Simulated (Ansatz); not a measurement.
**C₂H₅FGeSi: up Jacob's ladder to CCSD(T)**

How much do the methods differ for C₂H₅FGeSi? The plan is to run it at one geometry with functionals of several rungs and with coupled cluster. The yardstick is the atomisation energy at the CCSD(T) limit.

The runs use Ansatz 0.2.0, Gaussian basis; functionals in def2-TZVPP, the program's frozen cores in correlated methods.

Plan: PBE-D4, r2SCAN-D4, PBE0-D4, B3LYP-D4, ωB97X-V, ωB97M-V, B2PLYP; CCSD(T)/def2-TZVPP; MP2/def2-QZVPP; extrapolation to the limit.

### Step 1. Structure used throughout

The geometry comes from an earlier relaxation with PBE0-D4 in a triple-zeta def2 set; it is a stationary point, not always the lowest conformer.

SMILES `F[C]1=[CH][GeH]1[SiH3]`, 10 atoms, charge 0, spin multiplicity 1.

Atoms are counted from 1 here; the program's logs count them from 0.

Bond lengths: F1–C2 1.322 Å, C2–C3 1.312 Å, C2–Ge4 1.905 Å, C3–Ge4 1.951 Å, C3–H6 1.081 Å, Ge4–Si5 2.373 Å, Ge4–H7 1.541 Å, Si5–H8 1.486 Å, Si5–H9 1.484 Å, Si5–H10 1.487 Å. Angles: F1–C2–C3 135.9°, F1–C2–Ge4 152.1°, C3–C2–Ge4 72.0°, C2–C3–Ge4 68.2°, C2–C3–H6 140.7°, Ge4–C3–H6 151.1°, C2–Ge4–C3 39.7°, C2–Ge4–Si5 120.7°, C2–Ge4–H7 117.8°, C3–Ge4–Si5 120.1°, C3–Ge4–H7 117.3°, Si5–Ge4–H7 118.0°, Ge4–Si5–H8 110.2°, Ge4–Si5–H9 108.0°, Ge4–Si5–H10 110.1°, H8–Si5–H9 109.9°, H8–Si5–H10 108.8°, H9–Si5–H10 109.8°.

### Step 2. PBE-D4 (GGA)

Contents of in.yaml:

```yaml
crystal:
  periodic: [false, false, false]
  atoms:
    - {symbol: F, position_ang: [0.468360, -2.894190, 0.882813]}
    - {symbol: C, position_ang: [0.729585, -1.683587, 0.421076]}
    - {symbol: C, position_ang: [1.643122, -0.768797, 0.641749]}
    - {symbol: Ge, position_ang: [0.361345, -0.199617, -0.715051]}
    - {symbol: Si, position_ang: [-1.345125, 1.354070, -0.161235]}
    - {symbol: H, position_ang: [2.524346, -0.594736, 1.243614]}
    - {symbol: H, position_ang: [0.800973, -0.295831, -2.188652]}
    - {symbol: H, position_ang: [-2.587457, 1.043577, -0.915530]}
    - {symbol: H, position_ang: [-1.601552, 1.253913, 1.297377]}
    - {symbol: H, position_ang: [-0.910398, 2.733998, -0.503062]}
basis:
  gaussian: {orbitals: def2-TZVPP}
hamiltonian: {xc: pbe, dispersion: d4}
output: {forces: true, orbitals: {seedname: orbitals}}
```

Run with:

```
> ansatz run in.yaml --threads 4 --pin off --events-out ev --progress --plain --max-ram 10444MiB
```

After this run come: r2SCAN-D4 (meta-GGA); PBE0-D4 (hybrid); B3LYP-D4 (hybrid); ωB97X-V (range-separated); ωB97M-V (range-separated); B2PLYP (double hybrid); CCSD(T) in def2-TZVPP; MP2 in def2-QZVPP.

**Question.** What will the summary of the whole plan be? Wanted: atomisation energy, CCSD(T)/CBS; farthest; mean size of error, hybrid; mean size of error, range-separated; gap, smallest and largest; T1 diagnostic; triples share of the correlation energy.

**Answer**, as computed:

```
                               quantity                                           value
        atomisation energy, CCSD(T)/CBS                                  802.7 kcal/mol
functionals within 8.0 kcal/mol (1.0 %)  r2SCAN-D4, PBE0-D4, B3LYP-D4, ωB97X-V, ωB97M-V
                               farthest                         PBE-D4 (+18.3 kcal/mol)
             mean size of error, hybrid                                    2.9 kcal/mol
    mean size of error, range-separated                                    2.9 kcal/mol
              gap, smallest and largest            4.85 eV (PBE-D4), 11.00 eV (ωB97X-V)
                          T1 diagnostic                                          0.0137
triples share of the correlation energy                                           4.1 %
```

In words: PBE-D4 is off by +18.3 kcal/mol. Double hybrids carry the basis error of their MP2 part in triple zeta, and no dispersion term here, so their miss is partly the set-up's. Misses under about 8.0 kcal/mol are within the doubt on the reference itself, which lacks core-valence correlation, relativity and higher excitations, and its outer-core shells are covered unevenly. Hartree-Fock recovers 70 % of the binding; the rest is correlation. The gap grows from 4.8 to 11.0 eV across the functionals, mostly with the share of exact exchange. Correlated methods include outer-core shells of Ge, which these sets cover unevenly.
